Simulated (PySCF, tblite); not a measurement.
# C₁₃H₉FO₂: NMR shifts, part 2 of 2

tblite 0.8.0 and PySCF 2.14.0. Atoms count from 0. The steps go on from the part before.

## 5. NMR shifts: GIAO KT3/pcSseg-2

The job: settings as JSON, then the geometry in Å.

```
{"job": {"kind": "nmr", "xc": "KT3", "basis": "pcSseg-2", "pop": false}, "charge": 0, "multiplicity": 1}
O      5.611676    -0.207752     0.080792
C      4.639583     0.214608    -0.455178
F      4.747724     0.915806    -1.597715
C      3.242695     0.068313    -0.019542
C      2.988505    -0.618701     1.177201
C      1.691178    -0.788619     1.625553
C      0.624505    -0.273528     0.875572
O     -0.611781    -0.464954     1.386942
C     -1.723819    -0.215048     0.619301
C     -2.054480    -1.069142    -0.432255
C     -3.215428    -0.828477    -1.162340
C     -4.039382     0.250978    -0.841249
C     -3.699409     1.093364     0.216051
C     -2.536566     0.865240     0.950328
C      0.863868     0.417615    -0.317777
C      2.171315     0.585134    -0.756337
H      3.833323    -1.016912     1.742777
H      1.469071    -1.319179     2.552803
H     -1.402648    -1.914112    -0.663887
H     -3.481986    -1.495432    -1.985482
H     -4.950661     0.432607    -1.414960
H     -4.343206     1.937361     0.474053
H     -2.249193     1.509052     1.783562
H      0.030356     0.822661    -0.893164
H      2.367645     1.125565    -1.683378
```

With the program's defaults for keys left out, this is: GIAO KT3/pcSseg-2 NMR shielding, non-relativistic, gas phase.

The log of the run:

```text
start: PBE on a coarse grid of 21967 points
cycle   1  E = -750.2261880050  dE =  2.627e+00  |g| = 1.212e+00  |ddm| = 4.386e+00
cycle   2  E = -749.0301271611  dE =  1.196e+00  |g| = 2.694e+00  |ddm| = 9.298e+00
cycle   3  E = -750.4129624067  dE = -1.383e+00  |g| = 7.052e-01  |ddm| = 8.526e+00
cycle   4  E = -750.5102159517  dE = -9.725e-02  |g| = 1.663e-01  |ddm| = 8.552e-01
cycle   5  E = -750.5128426353  dE = -2.627e-03  |g| = 9.706e-02  |ddm| = 2.234e-01
cycle   6  E = -750.5147199007  dE = -1.877e-03  |g| = 2.746e-02  |ddm| = 1.193e-01
cycle   7  E = -750.5148801638  dE = -1.603e-04  |g| = 1.096e-02  |ddm| = 3.434e-02
cycle   8  E = -750.5149087189  dE = -2.856e-05  |g| = 3.762e-03  |ddm| = 1.263e-02
final grid: 208472 points
cycle   9  E = -762.8300696893  dE = -5.054e-02  |g| = 2.443e-01  |ddm| = 6.178e+00
cycle  10  E = -762.7943248838  dE =  3.574e-02  |g| = 5.091e-01  |ddm| = 8.635e-01
cycle  11  E = -762.8379673665  dE = -4.364e-02  |g| = 8.043e-02  |ddm| = 5.767e-01
cycle  12  E = -762.8394021233  dE = -1.435e-03  |g| = 2.331e-02  |ddm| = 1.090e-01
cycle  13  E = -762.8395169417  dE = -1.148e-04  |g| = 8.139e-03  |ddm| = 3.140e-02
cycle  14  E = -762.8395326437  dE = -1.570e-05  |g| = 3.688e-03  |ddm| = 1.170e-02
cycle  15  E = -762.8395370029  dE = -4.359e-06  |g| = 1.020e-03  |ddm| = 5.308e-03
cycle  16  E = -762.8395349095  dE =  2.093e-06  |g| = 4.113e-04  |ddm| = 1.611e-03
cycle  17  E = -762.8395369030  dE = -1.993e-06  |g| = 9.290e-05  |ddm| = 8.179e-04
converged SCF energy = -762.8395369030

GIAO shielding tensors (ppm)
atom      isotropic    diamagn.    paramagn.     s11        s22        s33       span
  0 O      -49.062     391.333    -440.395   -272.674   -140.800    266.289    538.963
  1 C       24.887     241.814    -216.927    -71.736     40.913    105.486    177.222
  2 F      159.666     474.511    -314.845    -44.414    248.747    274.664    319.078
  3 C       64.668     266.159    -201.492    -14.790     55.076    153.717    168.506
  4 C       48.342     259.897    -211.554    -53.432     30.981    167.478    220.909
  5 C       65.902     264.740    -198.838    -15.535     54.911    158.330    173.865
  6 C       17.567     265.949    -248.383    -58.429      7.616    103.513    161.942
  7 O      134.375     389.366    -254.991     59.491    156.259    187.375    127.883
  8 C       27.354     266.512    -239.158    -59.192     36.822    104.433    163.625
  9 C       61.171     265.287    -204.116    -26.825     48.461    161.878    188.704
 10 C       53.138     257.502    -204.364    -49.667     42.305    166.774    216.441
 11 C       57.667     255.026    -197.359    -44.424     46.668    170.756    215.179
 12 C       52.833     255.349    -202.516    -50.243     41.898    166.844    217.087
 13 C       61.143     264.112    -202.969    -28.471     52.329    159.572    188.043
 14 C       70.878     270.510    -199.632     -8.239     50.991    169.882    178.121
 15 C       50.662     263.292    -212.630    -45.521     30.798    166.709    212.230
 16 H       23.144      28.103      -4.959     19.641     22.560     27.232      7.591
 17 H       24.201      33.785      -9.585     21.105     23.650     27.846      6.741
 18 H       24.356      38.780     -14.424     21.216     22.416     29.435      8.218
 19 H       23.911      28.460      -4.549     20.839     23.963     26.932      6.094
 20 H       24.094      22.607       1.488     21.232     24.581     26.469      5.237
 21 H       23.852      25.289      -1.437     20.789     24.087     26.679      5.890
 22 H       24.227      35.399     -11.171     21.016     23.293     28.373      7.356
 23 H       25.038      43.602     -18.565     20.088     22.381     32.645     12.557
 24 H       23.596      33.769     -10.173     19.528     22.457     28.802      9.274
```

It took 41 s on 2 threads of Arm Neoverse V1, shared host; peak memory 1.4 GiB.

## 6. NMR shifts: GIAO PBE0/pcSseg-1 in chloroform

The job, as its differences from that of step 5:

```diff
@@ -1,2 +1,2 @@
-{"job": {"kind": "nmr", "xc": "KT3", "basis": "pcSseg-2", "pop": false}, "charge": 0, "multiplicity": 1}
+{"job": {"kind": "nmr", "xc": "PBE0", "basis": "pcSseg-1", "pop": false, "solvent": "chloroform"}, "charge": 0, "multiplicity": 1}
 O      5.611676    -0.207752     0.080792
```

Level: GIAO PBE0/pcSseg-1 NMR shielding, non-relativistic, IEF-PCM chloroform.

The log of the run:

```text
start: PBE on a coarse grid of 21967 points
cycle   1  E = -749.7446885790  dE =  2.634e+00  |g| = 1.143e+00  |ddm| = 5.321e+00
cycle   2  E = -748.8036973510  dE =  9.410e-01  |g| = 2.446e+00  |ddm| = 3.224e+00
cycle   3  E = -749.9362453447  dE = -1.133e+00  |g| = 5.759e-01  |ddm| = 2.549e+00
cycle   4  E = -749.9997618310  dE = -6.352e-02  |g| = 1.371e-01  |ddm| = 5.795e-01
cycle   5  E = -750.0018171681  dE = -2.055e-03  |g| = 7.321e-02  |ddm| = 1.487e-01
cycle   6  E = -750.0029111575  dE = -1.094e-03  |g| = 1.761e-02  |ddm| = 8.416e-02
cycle   7  E = -750.0029734245  dE = -6.227e-05  |g| = 7.063e-03  |ddm| = 2.355e-02
final grid: 208472 points
cycle   8  E = -750.1862797860  dE = -9.450e-03  |g| = 8.168e-02  |ddm| = 5.365e-01
cycle   9  E = -750.1846279670  dE =  1.652e-03  |g| = 1.276e-01  |ddm| = 1.536e-01
cycle  10  E = -750.1875947032  dE = -2.967e-03  |g| = 1.705e-02  |ddm| = 1.030e-01
cycle  11  E = -750.1876472958  dE = -5.259e-05  |g| = 6.039e-03  |ddm| = 1.913e-02
cycle  12  E = -750.1876539866  dE = -6.691e-06  |g| = 1.488e-03  |ddm| = 5.677e-03
cycle  13  E = -750.1876546257  dE = -6.391e-07  |g| = 4.316e-04  |ddm| = 1.598e-03
cycle  14  E = -750.1876552525  dE = -6.269e-07  |g| = 1.659e-04  |ddm| = 5.243e-04
cycle  15  E = -750.1876549311  dE =  3.214e-07  |g| = 4.049e-05  |ddm| = 1.801e-04
converged SCF energy = -750.1876549311

GIAO shielding tensors (ppm)
atom      isotropic    diamagn.    paramagn.     s11        s22        s33       span
  0 O      -60.949     399.719    -460.668   -298.645   -161.478    277.277    575.922
  1 C       20.237     246.723    -226.486    -87.166     45.225    102.651    189.817
  2 F      168.820     478.002    -309.182    -47.545    255.193    298.810    346.355
  3 C       63.805     265.602    -201.796    -21.016     53.765    158.667    179.684
  4 C       42.470     251.153    -208.683    -66.917     19.582    174.745    241.662
  5 C       60.843     253.785    -192.942    -26.612     44.632    164.509    191.121
  6 C       12.910     256.053    -243.143    -76.216      4.675    110.272    186.487
  7 O      148.050     403.136    -255.087     68.405    171.267    204.476    136.071
  8 C       25.041     256.473    -231.432    -74.119     38.695    110.547    184.666
  9 C       56.273     252.610    -196.336    -38.017     38.360    168.477    206.494
 10 C       47.730     253.972    -206.242    -61.898     30.108    174.980    236.878
 11 C       51.959     254.471    -202.512    -57.177     34.530    178.525    235.702
 12 C       47.535     254.297    -206.762    -62.262     29.875    174.990    237.252
 13 C       55.778     252.174    -196.396    -40.189     41.832    165.690    205.879
 14 C       66.883     258.855    -191.972    -17.747     41.596    176.799    194.546
 15 C       44.453     252.914    -208.461    -58.839     17.343    174.856    233.695
 16 H       22.776      31.647      -8.871     18.842     22.745     26.741      7.899
 17 H       23.646      31.575      -7.929     19.823     23.638     27.477      7.654
 18 H       23.984      33.274      -9.290     20.396     22.229     29.326      8.930
 19 H       23.478      29.292      -5.815     20.164     23.781     26.489      6.325
 20 H       23.605      27.419      -3.815     20.473     24.544     25.798      5.325
 21 H       23.398      27.945      -4.548     20.094     23.954     26.145      6.051
 22 H       23.714      32.706      -8.992     19.961     22.939     28.240      8.279
 23 H       24.784      35.805     -11.021     19.324     22.429     32.598     13.273
 24 H       23.208      32.456      -9.248     18.720     22.614     28.291      9.571
```

It took 19 s on 2 threads of Arm Neoverse V1, shared host; peak memory 1.1 GiB.

## 7. Results

The summary covers parts 1 to 2.

```
                                                               quantity                                                              value
                                                            point group                                                                 C1
                                   rotational constants (main isotopes)                                               1.61, 0.22, 0.21 GHz
13C shifts against TMS (PBE0/pcSseg-2, means over atoms taken as alike)  176.2, 166.8, 165.2, 144.9, 140.3, 135.2, 131.7, 126.7, 123.5 ppm
 1H shifts against TMS (PBE0/pcSseg-2, means over atoms taken as alike)                                   8.33, 7.76, 7.56, 7.35, 7.00 ppm
                                 17O shifts against H2O (PBE0/pcSseg-2)                                                   406.7, 181.7 ppm
                               19F shifts against CFCl3 (PBE0/pcSseg-2)                                                           10.1 ppm
                               measured, and computed on the same scale                                                F2 δ 17.0, 10.1 ppm
```

**Reading.** Over 12 steps the energy fell by 0.086 eV; of the close pairs, C1–F2 changed most, 1.374 to 1.345 Å (PBE0/def2-SVP). At PBE0/pcSseg-2: The widest tensor belongs to O0: span 611 ppm, with a paramagnetic part of -471 ppm. The one measured 19F shift is missed by -6.9 ppm (computed less measured, unscaled). Vibration, temperature and solvent are missing from the calculation, and it holds one conformer, so part of the miss against the measured shifts is not the functional's. NICS(1)zz of -24 ppm above the planar ring from C3 marks a diatropic (aromatic) ring current. NICS(1)zz of -29 ppm above the planar ring from C8 marks a diatropic (aromatic) ring current.
